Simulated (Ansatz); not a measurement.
# TaN: a minimum-energy path by PAW and LAPW

How high is the barrier in TaN on the path to the inverted structure? Run with PAW and LAPW; the cell is small, so the move is collective. Both runs start alike, so that frozen cores can be judged against all electrons.

All numbers below are computed with Ansatz 0.2.0 (DFT LDA, scalar-relativistic).

### Step 1. Starting point

The cell holds 2 atoms (NTa): a = 2.938 Å, b = 2.938 Å, c = 2.883 Å, α = 90.00°, β = 90.00°, γ = 120.00°.

Structure file:

```
Ta N
1.0
     2.93800    0.00000    0.00000
    -1.46900    2.54438    0.00000
     0.00000    0.00000    2.88300
Ta N
1 1
Direct
  0.33333 0.66667 0.50000
  0.00000 0.00000 0.00000
```

The geometry is a database entry used as it stands. It may stem from high pressure or temperature, or be incomplete, so it serves as a test cell.

### Step 2. Frozen-core PAW

input.yaml

```yaml
crystal:
  lattice:
    - [2.938, 0.0, 0.0]
    - [-1.469, 2.5443826363, 0.0]
    - [0.0, 0.0, 2.883]
  atoms:
    - { symbol: Ta, position: [0.3333333333, 0.6666666667, 0.5] }
    - { symbol: "N", position: [0.0, 0.0, 0.0] }
kpoints:
  mp_grid: { grid: [9, 9, 8] }
scf:
  occupations: { method: fermi_dirac, width: 0.02 }
hamiltonian:
  xc: lda
  pseudopotentials: { kind: paw }
output:
  forces: true
neb:
  images: 5
  f_tol: 0.05
  max_iterations: 40
  relax_end_points: true
  final_atoms:
    - { symbol: Ta, position: [0.5, 0.5, 0.5] }
    - { symbol: "N", position: [-0.1666666667, 0.1666666667, 0.0] }
```

Launch:

```
ansatz run input.yaml --threads 4 --pin off --max-ram 4096MiB --backend cpu --events-out ev --progress --plain --runs-dir out
```

### Step 5. Full-potential LAPW

Changes to input.yaml since step 2:

```diff
@@ -14,3 +14,3 @@
   xc: lda
-  pseudopotentials: { kind: paw }
+  pseudopotentials: { kind: all_electron, lapw: { basis_error: 0.001 } }
 output:
```

(Steps that only read results are left out.)

Q: Predict the outcome of this session. Wanted: PAW: barrier forwards; PAW: barrier backwards; PAW: second end relative to first; PAW: highest image; LAPW: barrier forwards; LAPW: barrier backwards; LAPW: second end relative to first; LAPW: highest image.

As calculated:

| quantity | value |
| --- | --- |
| PAW: barrier forwards | 1.730 eV |
| PAW: barrier backwards | 1.730 eV |
| PAW: second end relative to first | 0.000 eV |
| PAW: highest image | 3 of 0 to 6, climbing |
| PAW: band iterations | 2 |
| LAPW: barrier forwards | 1.720 eV |
| LAPW: barrier backwards | 1.720 eV |
| LAPW: second end relative to first | 0.000 eV |
| LAPW: highest image | 3 of 0 to 6, climbing |
| LAPW: band iterations | 2 |

**Reading.** PAW: Along this path the system climbs 1.73 eV from the first end (67 kT at 300 K). The two ends lie within 1 meV of each other. One curvature at the top is negative and the next is not: a first-order saddle point. LAPW: Along this path the system climbs 1.72 eV from the first end (67 kT at 300 K). The highest points differ by 10 meV between the methods. Since every periodic image moves, this is not the barrier of a lone defect. LAPW took about 24 times as long as PAW (26 min against 66 s, on a shared host and with the outputs that each input asks for).
